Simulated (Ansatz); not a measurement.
# SiBBr: further runs on a relaxed guess

The task, for SiBBr: compute bands, density of states and charges.

Program: Ansatz 0.2.0. Level of theory: DFT PBE, scalar-relativistic, plane waves, PAW. These are calculated values, not measurements.

### 1 The starting structure

The structure is tetragonal, space group P4/mmm (No. 123). The conventional cell has a = 3.427 Å, b = 3.427 Å, c = 5.407 Å, α = 90.00°, β = 90.00°, γ = 90.00°. Around Si (site symmetry 4/mmm) lie 2 Br at 2.70 Å. B (site symmetry 4/mmm) is surrounded by 4 Br at 2.42 Å. Br (site symmetry 4/mmm) is surrounded by 4 B at 2.42 Å and 2 Si at 2.70 Å.

As a file:

```cif
data_structure
_symmetry_space_group_name_H-M 'P4/mmm'
_symmetry_Int_Tables_number 123
_cell_length_a 3.4267
_cell_length_b 3.4267
_cell_length_c 5.4075
_cell_angle_alpha 90.000
_cell_angle_beta 90.000
_cell_angle_gamma 90.000
_cell_volume 63.50
loop_
_atom_site_label
_atom_site_type_symbol
_atom_site_symmetry_multiplicity
_atom_site_Wyckoff_symbol
_atom_site_fract_x
_atom_site_fract_y
_atom_site_fract_z
_atom_site_occupancy
Si1 Si 1 b 0.00000 0.00000 0.50000 1
B1 B 1 c 0.50000 0.50000 0.00000 1
Br1 Br 1 a 0.00000 0.00000 0.00000 1
```

The cell was relaxed beforehand at this level, from an invented guess; it needn't be the stable form of this composition. At a tolerance of 0.05 Å it has space group P4/mmm (No. 123); it has 21.17 Å³/atom, an uncorrected energy of +1.89 eV/atom over the elements.

### 2 Bands, states and charges

Contents of input.yaml:

```yaml
crystal:
  lattice:
    - [3.4267447076, 0.0, 0.0]
    - [0.0, 3.4267447076, 0.0]
    - [0.0, 0.0, 5.4074823331]
  atoms:
    - { symbol: Si, position: [0.0, 0.0, 0.5] }
    - { symbol: B, position: [0.5, 0.5, 0.0] }
    - { symbol: Br, position: [0.0, 0.0, 0.0] }
basis:
  ecutwfc: 420
kpoints:
  mp_grid: { grid: [14, 14, 10] }
  band_path:
    path:
      - [[0.0, 0.0, 0.0], [0.0, 0.5, 0.0], [0.5, 0.5, 0.0], [0.0, 0.0, 0.0], [0.0, 0.0, 0.5], [0.0, 0.5, 0.5], [0.5, 0.5, 0.5], [0.0, 0.0, 0.5]]
      - [[0.0, 0.5, 0.0], [0.0, 0.5, 0.5]]
      - [[0.5, 0.5, 0.0], [0.5, 0.5, 0.5]]
    npoints: 14
hamiltonian:
  xc: pbe
scf:
  occupations: { method: gaussian, width: 0.1 }
  n_extra_bands: 7
output:
  forces: true
  stress: true
  eigenvalues: true
  populations: true
  dos: { projected: true, de: 0.02, nscf_kmesh: { grid: [17, 17, 12] } }
  bader: true
  write_density: true
  write_potential: true
  elf: true
  volumetric_format: npy
```

Launch:

```console
$ ansatz run input.yaml --threads 1 --pin off --max-ram 2048MiB --backend cpu --events-out ev --progress --plain --runs-dir out
```

Q: Predict the outcome of this session. Wanted: gap; states at the Fermi level; Bader charges.

**Answer**, as computed:

```
                 quantity                          value
                      gap                   none (metal)
states at the Fermi level           1.50 per eV per cell
            Bader charges  Si +0.25, B +0.10, Br -0.35 e
```

What this shows: It comes out metallic. Of the projected weight within 0.25 eV of the Fermi level, the largest part is Si 3p (47 %) and B 2p (34 %). Charge transfer between the atoms is small (Bader charges up to 0.4 e). The runs have no spin, so no magnetic state was tried.
